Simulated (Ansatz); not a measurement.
**Ge2− (sextet): the correlation ladder, aug-cc-pVDZ**

One table from this session's results is given with a row withheld; the runs are named, their logs left out.

Method: aug-cc-pVDZ, core rule «outside noble gas», up to 28 orbitals frozen; program: Ansatz 0.2.0, Gaussian basis.

The runs, in order: UHF; CCSD(T) on ROHF; CCSD(T) on UHF; BCCD(T) on ROHF; CISD as a restricted active space (open shells left free, so some higher excitations enter); CCSDT(Q) on ROHF; CCSDT(Q) on UHF; CASSCF and MRCISD+Q, 9 electrons in 8 orbitals; CASSCF and NEVPT2, 9 electrons in 8 orbitals.

20 further runs of the same task are left out: 11 that didn't finish, 9 set aside as unsound or not needed. Runs told in other sessions of the task aren't counted.

## What is computed

The geometry is a PBE0/def2-TZVPD stationary point (not a proven minimum) of the parent state, kept for this charge and spin. No spin-orbit coupling is included. The filled d shell of Ge may be among the frozen orbitals whatever the setting's name suggests.

2 atoms, charge -1, spin multiplicity 6.

Atoms are counted from 1 here; the program's logs count them from 0.

Bond lengths: Ge1–Ge2 2.526 Å.

Set-up of the first run:

in.yaml reads:

```yaml
crystal:
  periodic: [false, false, false]
  atoms:
    - {symbol: Ge, position_ang: [0.000000, 0.000000, 0.000000]}
    - {symbol: Ge, position_ang: [0.000000, 0.000000, 2.525800]}
basis:
  gaussian: {orbitals: aug-cc-pVDZ}
total_charge: -1
magnetization: {spin_polarized: true, initial_magnetization: 5}
hamiltonian: {xc: hf}
output: {orbitals: {seedname: orbitals}}
```

Started as:

```console
$ ansatz run in.yaml --threads 1 --pin off --events-out ev --progress --plain --max-ram 2393MiB
```

Steps of the session up to this table: UHF; CCSD(T) on ROHF; CCSD(T) on UHF; BCCD(T) on ROHF; CISD as a restricted active space (open shells left free, so some higher excitations enter); CCSDT(Q) on ROHF; CCSDT(Q) on UHF; CASSCF and MRCISD+Q, 9 electrons in 8 orbitals; CASSCF and NEVPT2, 9 electrons in 8 orbitals.

One table of the session follows, with a row left open; its other results are not shown here.

It belongs to the step «Misses and costs». 

```
          method  from RCCSDT(Q) (kJ/mol)
            ROHF                   +388.9
             UHF                   +380.6
            RMP2                    +83.8
            UMP2                    +83.8
            CISD                    +32.2
           RCCSD                    +16.8
           UCCSD                    +14.5
        RCCSD(T)                     +3.6
        UCCSD(T)                     +1.5
         BCCD(T)                     +3.6
          RCCSDT                     +0.9
          UCCSDT                     -1.3
       RCCSDT(Q)                        0
       UCCSDT(Q)                     -2.2
  CASSCF valence                   +348.3
  NEVPT2 valence                        ?
  MRCISD valence                    +32.9
MRCISD+Q valence                     +0.3
```

**Question.** Estimate the row for NEVPT2 valence.

**Answer.** from RCCSDT(Q) (kJ/mol): +81.8. In the column «from RCCSDT(Q) (kJ/mol)» it lies between MRCISD valence (+32.9) and RMP2 (+83.8).

To keep in mind: Restricted and unrestricted rows rest on different reference determinants; a gap between their highest levels can come from leftover correlation error, from unlike frozen cores or from another state.
